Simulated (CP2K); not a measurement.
AlSn under changes of volume

One of the cells (25.236 Å³/atom); the others are scaled copies at fixed shape and fractional positions:

```
CELL_PARAMETERS angstrom
4.19811 0.00000 0.00000
-2.09905 3.63567 0.00000
0.00000 0.00000 3.30685
ATOMIC_POSITIONS crystal
Sn 0.33333 0.66667 0.50000
Al 0.00000 0.00000 0.00000
```

The cell comes from a database or a generator and needn't be the stable form of this composition.

| Property | Result |
| --- | --- |
| Program | CP2K 2026.2 |
| Functional | RPBE |
| Dispersion | D4 |
| Potentials or basis | POTENTIAL_UZH Sn GTH-PBE-q4, Al GTH-PBE-q3; TZVP-MOLOPT-PBE-GTH basis |
| Density cutoff | 6123 eV |
| k mesh | 7 × 7 × 8 |
| Occupations | methfessel-paxton, width 0.2 eV |
| Spin | no spin polarisation |

| volume (Å³/atom) | energy over the lowest point (meV/atom) | pressure (GPa) |
| --- | --- | --- |
| 23.722 | 0.00 | 0.5 |
| 24.227 | ? | ? |
| 24.731 | 4.62 | -1.8 |
| 25.236 | 11.94 | -2.8 |
| 25.741 | 22.09 | -3.6 |
| 26.245 | 34.75 | -4.4 |
| 26.750 | 49.59 | -5.0 |

Problem. What does the run at 24.227 Å³/atom give?

Solution. Energy over the lowest point 0.51 meV/atom; pressure -0.8 GPa.

Worked out: A Birch-Murnaghan fit of order 3 (a polynomial in V^(-2/3)) to the other rows has its minimum at 23.91 Å³/atom with B0 = V·E''(V) = 59 GPa and B' = 4.9 at fixed shape and positions, which overstates the stiffness. It gives 0.50 meV/atom at 24.227 Å³/atom, against the run's 0.51, and -dE/dV = -0.8 GPa, against -0.8.

Caveats: the potentials were made for another functional, which shifts forces and pressure; the basis of atomic orbitals isn't converged, which shifts pressures, moduli and gaps; pairwise dispersion overbinds metals, which lowers pressure and volume.
